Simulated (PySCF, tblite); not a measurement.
# C₆H₁₁N₃OSi: infrared bands and NMR shifts

What infrared bands and NMR shifts should C₆H₁₁N₃OSi (`CC(=O)c1cnnn1[SiH](C)C`) show?

The runs use tblite 0.8.0 and PySCF 2.14.0, with density-fitted response routines of our own; the level of theory stands in each step. All values are computed, except where a source is named. Atoms count from 0, in the outputs and in this text.

### Step 1. The starting structure

22 atoms, charge 0, multiplicity 1; geometry from: GFN2-xTB.

Bonds of the start (Å): C0–C1 1.50, C1–O2 1.22, C1–C3 1.45, C3–C4 1.39, C4–N5 1.34, N5–N6 1.28, N6–N7 1.32, N7–Si8 1.79, Si8–C9 1.90, Si8–C10 1.90, N7–C3 1.36, C0–H11 1.09, C0–H12 1.09, C0–H13 1.09, C4–H14 1.07, Si8–H15 1.46, C9–H16 1.09, C9–H17 1.09, C9–H18 1.09, C10–H19 1.08, C10–H20 1.09, C10–H21 1.09.

### Step 2. Vibrational analysis with GFN2-xTB

Job settings and geometry (Å):

```
{"job": {"kind": "ir", "xc": "GFN2-xTB", "basis": "xTB"}, "charge": 0, "multiplicity": 1}
C      3.146580    -0.133771    -1.037061
C      1.661427     0.002137    -0.848726
O      0.862412    -0.059237    -1.764923
C      1.197334     0.216542     0.505086
C      1.801623     0.327422     1.750308
N      0.832958     0.531097     2.653735
N     -0.302040     0.553162     2.052311
N     -0.131534     0.367266     0.757150
Si    -1.486867     0.338151    -0.415316
C     -2.951333     0.820940     0.689223
C     -1.713375    -1.442083    -1.032063
H      3.646988     0.757125    -0.663598
H      3.510631    -0.987554    -0.468750
H      3.375893    -0.270150    -2.090353
H      2.833120     0.272326     2.030898
H     -1.215873     1.380981    -1.401530
H     -3.869146     0.868144     0.112308
H     -2.799303     1.790894     1.151843
H     -3.098184     0.105168     1.492245
H     -0.940135    -1.731734    -1.734769
H     -1.701300    -2.147944    -0.204536
H     -2.670287    -1.539497    -1.534332
```

**Question.** This job is followed by: GIAO PBE0/pcSseg-1 NMR shielding, non-relativistic, gas phase. Predict these results of the whole session: strongest single infrared mode (GFN2-xTB); zero-point energy (GFN2-xTB); ¹³C shifts against TMS (PBE0/pcSseg-1, means over atoms taken as alike); ¹H shifts against TMS (PBE0/pcSseg-1, means over atoms taken as alike); ¹⁷O shifts against H2O (PBE0/pcSseg-1); ¹⁵N shifts against NH3 (PBE0/pcSseg-1); ²⁹Si shifts against TMS (PBE0/pcSseg-1).

As calculated:

```
                                                               quantity                                value
                              strongest single infrared mode (GFN2-xTB)                1698 cm⁻¹, 309 km/mol
                                           zero-point energy (GFN2-xTB)                       104.3 kcal/mol
¹³C shifts against TMS (PBE0/pcSseg-1, means over atoms taken as alike)  194.8, 147.1, 140.6, 29.3, -0.4 ppm
 ¹H shifts against TMS (PBE0/pcSseg-1, means over atoms taken as alike)           8.22, 5.62, 2.70, 0.57 ppm
                                 ¹⁷O shifts against H2O (PBE0/pcSseg-1)                            624.1 ppm
                                 ¹⁵N shifts against NH3 (PBE0/pcSseg-1)              429.3, 397.7, 281.6 ppm
                                ²⁹Si shifts against TMS (PBE0/pcSseg-1)                             -5.1 ppm
```

What this shows: All 60 modes are real, so the xTB geometry is a minimum. The strongest single mode, at 1698 cm⁻¹, moves mainly C1 and O2. GFN2-xTB is a fitted tight-binding method: band positions and strengths are rough. Its intensities can rank the bands wrongly. The most deshielded carbon is C1 (ketone carbonyl carbon), at 194.8 ppm: the double bond to the heteroatom, with no lone-pair donor beside it, deshields it most. At PBE0/pcSseg-1: Shielding is most anisotropic at O2 (span 1160 ppm, paramagnetic term -696 ppm). NICS(1)zz of -32 ppm above the planar ring from C3 marks a diatropic (aromatic) ring current.
